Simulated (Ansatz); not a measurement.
**C2H5AlSe: rigid scan of one bond length**

The task is a rigid scan of one bond length, for C2H5AlSe.

Program: Ansatz 0.2.0, driven from Python. Level of theory: r2SCAN0/def2-SVP. These are calculated values, not measurements.

## Step 1: The structure

Bond lengths: C1–C2 1.265 Å, C2–Al3 1.965 Å, Al3–Se4 2.317 Å, C1–H5 1.125 Å, C1–H6 1.128 Å, C2–H7 1.109 Å, Al3–H8 1.643 Å, Se4–H9 1.544 Å. Angles: C1–C2–Al3 121.2°, C1–C2–H7 120.0°, Al3–C2–H7 118.8°, C2–C1–H5 123.2°, C2–C1–H6 123.9°, H5–C1–H6 112.9°, C2–Al3–Se4 121.7°, C2–Al3–H8 117.7°, Se4–Al3–H8 120.4°, Al3–Se4–H9 94.8°.

No structure file is read: the coordinates are typed or built in the script.

## Step 2: Script

File c2h5alse_scan.py:

```python
"""Stretching a bond of C2H5AlSe, the rest held rigid."""

import ansatz
from ase import Atoms
import numpy as np

SETTINGS = {
    "basis_set": "def2-SVP",
    "functional": "R2SCAN0",
}

atoms = Atoms(["C", "C", "Al", "Se", "H", "H", "H", "H", "H"], positions=[
    (-0.2363, 0.8903, -1.3134),
    (0.6665, 0.1073, -0.8973),
    (0.3873, -1.0142, 0.6919),
    (-1.5682, -0.9081, 1.93),
    (-0.1179, 1.5356, -2.2267),
    (-1.2337, 1.0287, -0.8047),
    (1.6388, 0.0496, -1.4279),
    (1.6315, -1.9682, 1.183),
    (-1.0794, 0.2328, 2.848),
])
system = ansatz.Crystal.molecule_from_ase(atoms)

symbols = [site.symbol for site in system.cartesian_sites]
start = np.array([site.position_ang for site in system.cartesian_sites])
axis = (start[6] - start[1]) / np.linalg.norm(start[6] - start[1])
moving = [6]
lengths, energies = [0.976, 1.02, 1.065, 1.109, 1.154, 1.198, 1.242, 1.309], []
for length in lengths:
    xyz = start.copy()
    xyz[moving] += (length - np.linalg.norm(start[6] - start[1])) * axis
    point = ansatz.Crystal.molecule()
    for symbol, xyz in zip(symbols, xyz):
        point = point.atom(symbol, xyz.tolist())
    calc = point.calculation()
    calc = calc.basis(gaussian=SETTINGS["basis_set"])
    calc = calc.functional(SETTINGS["functional"])
    report = calc.run().report
    energies.append(report["free_energy_ev"])
    print(f"r = {length:6.3f} A  E = {energies[-1]:.5f} eV  <S^2> = {abs(report['mean_field']['state']['spin_squared']):.3f}")

# quartic fit about the minimum
fit = np.polynomial.Polynomial.fit(lengths, np.array(energies) - min(energies), 4).convert()
roots = [r.real for r in fit.deriv().roots() if abs(r.imag) < 1e-9 and fit.deriv(2)(r.real) > 0]
r_e = min(roots, key=lambda r: abs(r - lengths[int(np.argmin(energies))]))
print(f"minimum of the fit at {r_e:.4f} A, force constant {fit.deriv(2)(r_e):.2f} eV/A^2")
```

## Step 3: The input behind the calls

The package turns the script's settings into the engine's input (first run):

```yaml
crystal:
  periodic: [false, false, false]
  atoms:
    - { symbol: C, position_ang: [-0.2363, 0.8903, -1.3134] }
    - { symbol: C, position_ang: [0.6665, 0.1073, -0.8973] }
    - { symbol: Al, position_ang: [0.3873, -1.0142, 0.6919] }
    - { symbol: Se, position_ang: [-1.5682, -0.9081, 1.93] }
    - { symbol: H, position_ang: [-0.1179, 1.5356, -2.2267] }
    - { symbol: H, position_ang: [-1.2337, 1.0287, -0.8047] }
    - { symbol: H, position_ang: [1.5220717333718916, 0.0565271017015755, -1.3641994772468637] }
    - { symbol: H, position_ang: [1.6315, -1.9682, 1.183] }
    - { symbol: H, position_ang: [-1.0794, 0.2328, 2.848] }
basis:
  gaussian:
    orbitals: def2-SVP
hamiltonian:
  xc: r2scan0
```

## Step 4: The run

Launch:

```sh
python c2h5alse_scan.py
```

Q: Predict the main results. Wanted: range of energy; lowest point, distance.

The runs gave:

| quantity | value |
| --- | --- |
| bond length at the fit's minimum | 1.0954 Å |
| runs compared | 8 |
| range of energy | 0.528 eV |
| lowest point, distance (Å) | 1.11 |

What this shows: The curve has its lowest point inside the range, at 1.11. The ends stand 0.309 and 0.528 eV above it. The distance scanned is the script's pair 1, 6. Caveats:
- The rest of the molecule is held rigid at a force-field or estimated start geometry, and the basis set is modest; single-reference methods fail as a bond breaks.
- The orbitals are restricted, so S² is zero by construction.
